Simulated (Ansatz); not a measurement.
# GeH₅ (doublet): from Hartree-Fock to the top rungs at distance Ge1–H5 along a hydrogen transfer = 1.670 Å, cc-pVTZ

One table from this session's results is given with a row withheld; the runs are named, their logs left out.

Computed with Ansatz 0.2.0, Gaussian basis. Level: cc-pVTZ, core rule «outside noble gas», up to 14 orbitals frozen.

The runs, in order: UHF; CCSD(T) on ROHF; CCSD(T) on UHF; BCCD(T) on ROHF; CISD; CCSDT(Q) on ROHF; CCSDT(Q) on UHF; CASSCF and NEVPT2, 3 electrons in 3 orbitals; CASSCF and NEVPT2, 9 electrons in 9 orbitals.

**What is computed**

The geometry derives from fragments relaxed apart (PBE0/def2-TZVP) and kept rigid, so it is no stationary point. A hydrogen atom is moved between rigid fragments. No spin-orbit coupling is included. The filled d shell of Ge may be among the frozen orbitals whatever the setting's name suggests; the logs give the count.

6 atoms, charge 0, spin multiplicity 2.

Atoms are counted from 1 here; the program's logs count them from 0.

Bond lengths: Ge1–H2 1.534 Å, Ge1–H3 1.534 Å, Ge1–H4 1.534 Å, Ge1–H5 1.670 Å. Angles: H2–Ge1–H3 109.5°, H2–Ge1–H4 109.5°, H2–Ge1–H5 109.5°, H3–Ge1–H4 109.5°, H3–Ge1–H5 109.5°, H4–Ge1–H5 109.5°.

Set-up of the first run:

Contents of in.yaml:

```yaml
crystal:
  periodic: [false, false, false]
  atoms:
    - {symbol: Ge, position_ang: [-0.035432, 0.000000, 0.000000]}
    - {symbol: H, position_ang: [-0.546882, 1.446599, 0.000000]}
    - {symbol: H, position_ang: [-0.546882, -0.723300, 1.252791]}
    - {symbol: H, position_ang: [-0.546882, -0.723299, -1.252792]}
    - {symbol: H, position_ang: [1.634568, 0.000000, 0.000000]}
    - {symbol: H, position_ang: [2.559568, 0.000000, 0.000000]}
basis:
  gaussian: {orbitals: cc-pVTZ}
magnetization: {spin_polarized: true, initial_magnetization: 1}
hamiltonian: {xc: hf}
output: {orbitals: {seedname: orbitals}}
```

Launch:

```console
$ ansatz run in.yaml --threads 1 --pin off --events-out ev --progress --plain --max-ram 5632MiB --backend cpu
```

Among the steps run: UHF; CCSD(T) on ROHF; CCSD(T) on UHF; BCCD(T) on ROHF; CISD; CCSDT(Q) on ROHF; CCSDT(Q) on UHF; CASSCF and NEVPT2, 3 electrons in 3 orbitals; CASSCF and NEVPT2, 9 electrons in 9 orbitals.

One of the session's tables, all rows but one given; the rest of the session is left out.

It belongs to the step «Misses and costs». 

```
        method  from UCCSDT(Q) (meV)
          ROHF               +5364.6
           UHF               +5166.3
          RMP2               +1019.1
          UMP2               +1042.1
          CISD                +466.1
         RCCSD                +153.0
         UCCSD                +147.3
      RCCSD(T)                 +28.3
      UCCSD(T)                 +26.7
       BCCD(T)                 +28.3
        RCCSDT                  +6.1
        UCCSDT                  +3.4
     RCCSDT(Q)                  +2.8
     UCCSDT(Q)                     0
   CASSCF pair               +4772.2
   NEVPT2 pair               +1015.9
CASSCF valence                     ?
NEVPT2 valence                +966.9
```

Estimate the missing values for CASSCF valence.

**Answer.** from UCCSDT(Q) (meV): +3527.4. In the column «from UCCSDT(Q) (meV)» it lies between UMP2 (+1042.1) and CASSCF pair (+4772.2).

Limits of these values: Restricted and unrestricted rows rest on different reference determinants; where their highest levels disagree by more than a few hundredths of an eV, they describe different states and don't form one ladder.
